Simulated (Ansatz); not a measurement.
# CH6Ge: the cost of one run

The runs use Ansatz 0.2.0, Gaussian basis; PBE0-D4/def2-TZVP structures, single points in def2-TZVPP, no counterpoise correction.

Levels: SPW92, PBE-D4, BLYP-D4, r2SCAN-D4, B97M-V, PBE0-D4, B3LYP-D4, r2SCAN0-D4, BHLYP-D4, CAM-B3LYP-D4, wB97X-V, wB97M-V, B2PLYP, PBE-QIDH, RPA on PBE, Hartree-Fock, MP2, CCSD, CCSD(T).

Cores are frozen in the correlated methods. Filled d shells of the heavier atoms are correlated. B3LYP uses VWN-RPA correlation. B2PLYP carries no dispersion term here.

94 further runs of the same task are left out: 94 set aside as unsound or not needed. Runs told in other sessions of the task aren't counted.

## (1) Where the work starts

The complex: 12 atoms, charge 0, spin multiplicity 1.

Atoms are counted from 1 here; the program's logs count them from 0.

Bond lengths: Ge1–C2 1.952 Å, Ge1–H3 1.540 Å, Ge1–H4 1.540 Å, Ge1–H5 1.540 Å, C2–H8 1.090 Å, C2–H9 1.091 Å, C2–H10 1.091 Å, H6–As7 1.522 Å, As7–H11 1.522 Å, As7–H12 1.522 Å. Angles: C2–Ge1–H3 110.6°, C2–Ge1–H4 110.5°, C2–Ge1–H5 110.4°, H3–Ge1–H4 108.4°, H3–Ge1–H5 108.4°, H4–Ge1–H5 108.4°, Ge1–C2–H8 110.1°, Ge1–C2–H9 110.2°, Ge1–C2–H10 110.2°, H8–C2–H9 108.8°, H8–C2–H10 108.8°, H9–C2–H10 108.7°, H6–As7–H11 92.1°, H6–As7–H12 92.0°, H11–As7–H12 92.0°.

As a file:

| atom | x (Å) | y (Å) | z (Å) |
| --- | --- | --- | --- |
| Ge1 | -1.55160 | 0.12154 | 0.38130 |
| C2 | -0.06461 | 1.32247 | 0.77704 |
| H3 | -1.66303 | -0.12238 | -1.13467 |
| H4 | -1.34900 | -1.23672 | 1.07775 |
| H5 | -2.87783 | 0.72845 | 0.87547 |
| H6 | 0.97962 | -2.07447 | -0.35189 |
| As7 | 1.94244 | -1.82979 | -1.50450 |
| H8 | 0.87261 | 0.88591 | 0.43060 |
| H9 | 0.00452 | 1.49556 | 1.85167 |
| H10 | -0.21073 | 2.28114 | 0.27787 |
| H11 | 2.80708 | -0.90605 | -0.65818 |
| H12 | 1.11064 | -0.66565 | -2.02238 |

Its parts: CH6Ge holds atoms 1, 2, 3, 4, 5, 8, 9, 10; AsH3 holds atoms 6, 7, 11, 12. Each part counts its atoms afresh in its own runs.

## (2) Relaxing CH6Ge alone

Contents of relax-a/in.yaml:

```yaml
crystal:
  periodic: [false, false, false]
  atoms:
    - {symbol: Ge, position_ang: [-1.551603, 0.121539, 0.381304]}
    - {symbol: C, position_ang: [-0.064610, 1.322470, 0.777038]}
    - {symbol: H, position_ang: [-1.663031, -0.122381, -1.134665]}
    - {symbol: H, position_ang: [-1.349002, -1.236719, 1.077754]}
    - {symbol: H, position_ang: [-2.877828, 0.728445, 0.875468]}
    - {symbol: H, position_ang: [0.872611, 0.885906, 0.430601]}
    - {symbol: H, position_ang: [0.004516, 1.495561, 1.851675]}
    - {symbol: H, position_ang: [-0.210734, 2.281145, 0.277874]}
basis:
  gaussian: {orbitals: def2-TZVP}
hamiltonian: {xc: pbe0, dispersion: d4}
relax: {f_tol: 0.005, max_steps: 200}
```

On the command line:

```sh
$ ansatz run in.yaml --threads 8 --pin off --events-out ev --progress --plain --max-ram 19148MiB
```

**Question.** How long does this run take on 8 threads of Intel Xeon Platinum 8259CL at 2.50GHz, shared host?

About 2.1 s.
